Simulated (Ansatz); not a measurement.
# InSiH4 radical (SMILES [SiH3][InH]): functionals against CCSD(T) at one geometry

The task here is to estimate one member of a computed series from the others.

The runs use Ansatz 0.2.0, Gaussian basis; single points in def2-TZVPP.

Correlated methods freeze the cores. Filled d shells of the heavier atoms are correlated. Core potentials replace the inner electrons past krypton, and spin-orbit coupling is left out. Orbitals are unrestricted.

## Where the work starts

6 atoms, charge 0, spin multiplicity 2.

Atoms are counted from 1 here; the program's logs count them from 0.

Bond lengths: Si1–H3 1.198 Å, Si1–H4 1.301 Å, Si1–H5 1.546 Å, In2–H6 2.084 Å. Angles: H3–Si1–H4 111.2°, H3–Si1–H5 102.8°, H4–Si1–H5 98.7°.

Geometry (Å):

```xyz
6
charge 0, multiplicity 2
Si   -0.3393   -0.1448   -0.4797
In    1.9249    0.0260    1.6165
H    -1.4056    0.3926   -0.5758
H    -0.4528   -1.4364   -0.5848
H     0.3159    0.1452   -1.8498
H     0.1571    1.0694    1.9769
```

The first run:

run/in.yaml reads:

```yaml
crystal:
  periodic: [false, false, false]
  atoms:
    - {symbol: Si, position_ang: [-0.339300, -0.144800, -0.479700]}
    - {symbol: In, position_ang: [1.924900, 0.026000, 1.616500]}
    - {symbol: H, position_ang: [-1.405600, 0.392600, -0.575800]}
    - {symbol: H, position_ang: [-0.452800, -1.436400, -0.584800]}
    - {symbol: H, position_ang: [0.315900, 0.145200, -1.849800]}
    - {symbol: H, position_ang: [0.157100, 1.069400, 1.976900]}
basis:
  gaussian: {orbitals: def2-TZVPP}
magnetization: {spin_polarized: true, initial_magnetization: 1}
correlation: {method: ccsd_t}
scf: {omitted_lower_state_checks: [cluster_reference]}
output: {forces: true}
```

The command line of these runs was not kept.

Among the steps run: CCSD(T)/def2-TZVPP; PBE0-D4/def2-TZVPP; wB97M-V/def2-TZVPP; r2SCAN-D4/def2-TZVPP; PBE-D4/def2-TZVPP; SPW92/def2-TZVPP; wB97X-V/def2-TZVPP.

One table of the session follows, with a row left open; its other results are not shown here.

| method | RMS force component (eV/Å) | angle to CCSD(T) forces (°) | dipole (D) |
| --- | --- | --- | --- |
| CCSD(T) | 3.494 | reference | 0.95 |
| PBE0-D4 | 3.497 | 1.6 | 1.01 |
| wB97M-V | 3.437 | 0.5 | 0.98 |
| r2SCAN-D4 | 3.489 | 1.4 | 0.96 |
| PBE-D4 | 3.511 | 3.3 | 1.12 |
| SPW92 | ? | ? | ? |
| wB97X-V | 3.515 | 0.5 | 0.95 |

Estimate the missing values for SPW92.

The run gave: RMS force component (eV/Å): 3.532; angle to CCSD(T) forces (°): 3.6; dipole (D): 1.11. In the column «RMS force component (eV/Å)» it is the highest.
